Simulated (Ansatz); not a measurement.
# SbClF radical: a ladder of functionals and wavefunction methods

An exercise on one series of results from a longer session: the logs are not shown, and one member is left open.

Computed with Ansatz 0.2.0, Gaussian basis. Level: functionals in def2-TZVPP, the program's frozen cores in correlated methods.

Levels to be run: LDA (SPW92), PBE-D4, revPBE-D4, BLYP-D4, r2SCAN-D4, B97M-V, PBE0-D4, B3LYP-D4, r2SCANh-D4, r2SCAN0-D4, HSE06-D4, BHLYP-D4, CAM-B3LYP-D4, LC-ωPBE, ωB97X-V, ωB97M-V, B2PLYP, PBE-QIDH; CCSD(T)/def2-SVP; CCSD(T)/def2-TZVPP; MP2/def2-QZVPP; extrapolation to the limit; RPA on PBE.

## The relaxed structure

An earlier PBE0-D4 in a triple-zeta def2 set relaxation fixed the geometry. Sb takes the def2 core potential; no spin-orbit term is included.

SMILES `[F][Sb][Cl]`, 3 atoms, charge 0, spin multiplicity 2.

Atoms are counted from 1 here; the program's logs count them from 0.

Bond lengths: F1–Sb2 1.911 Å, Sb2–Cl3 2.329 Å. Angles: F1–Sb2–Cl3 96.7°.

Set-up of the first run:

in.yaml reads:

```yaml
crystal:
  periodic: [false, false, false]
  atoms:
    - {symbol: F, position_ang: [-0.878664, 1.231786, -0.347552]}
    - {symbol: Sb, position_ang: [-0.600939, -0.658337, -0.367165]}
    - {symbol: Cl, position_ang: [1.468703, -0.638247, 0.701517]}
basis:
  gaussian: {orbitals: def2-TZVPP}
magnetization: {spin_polarized: true, initial_magnetization: 1}
hamiltonian: {xc: lda}
output: {orbitals: {seedname: orbitals}}
```

Steps of the session up to this table: LDA; PBE-D4 (GGA); revPBE-D4 (GGA); BLYP-D4 (GGA); r2SCAN-D4 (meta-GGA); B97M-V (meta-GGA); PBE0-D4 (hybrid); B3LYP-D4 (hybrid); r2SCANh-D4 (hybrid); r2SCAN0-D4 (hybrid); HSE06-D4 (hybrid); BHLYP-D4 (hybrid); CAM-B3LYP-D4 (range-separated); LC-ωPBE-D4 (range-separated; the results give it without D4); ωB97X-V (range-separated); ωB97M-V (range-separated); B2PLYP (double hybrid); PBE-QIDH (double hybrid).

One of the session's tables, all rows but one given; the rest of the session is left out.

It belongs to the step «Orbital energies across the functionals». 

```
  functional  HOMO (eV)  LUMO (eV)  gap (eV)
 LDA (SPW92)      -5.17      -4.34      0.83
      PBE-D4          ?          ?         ?
   revPBE-D4      -5.07      -3.80      1.27
     BLYP-D4      -4.89      -3.94      0.94
   r2SCAN-D4      -5.50      -3.64      1.85
      B97M-V      -5.35      -3.95      1.40
     PBE0-D4      -6.30      -3.16      3.14
    B3LYP-D4      -6.00      -3.52      2.48
  r2SCANh-D4      -5.93      -3.36      2.57
  r2SCAN0-D4      -6.58      -2.93      3.65
    HSE06-D4      -5.91      -3.52      2.39
    BHLYP-D4      -7.27      -2.46      4.81
CAM-B3LYP-D4      -7.51      -2.29      5.22
     LC-ωPBE      -8.93      -0.97      7.96
     ωB97X-V      -8.43      -1.35      7.07
     ωB97M-V      -8.29      -1.41      6.88
```

Estimate the missing values for PBE-D4.

As computed: HOMO (eV): -5.10; LUMO (eV): -3.93; gap (eV): 1.17. In the column «HOMO (eV)» it lies between LDA (SPW92) (-5.17) and revPBE-D4 (-5.07).
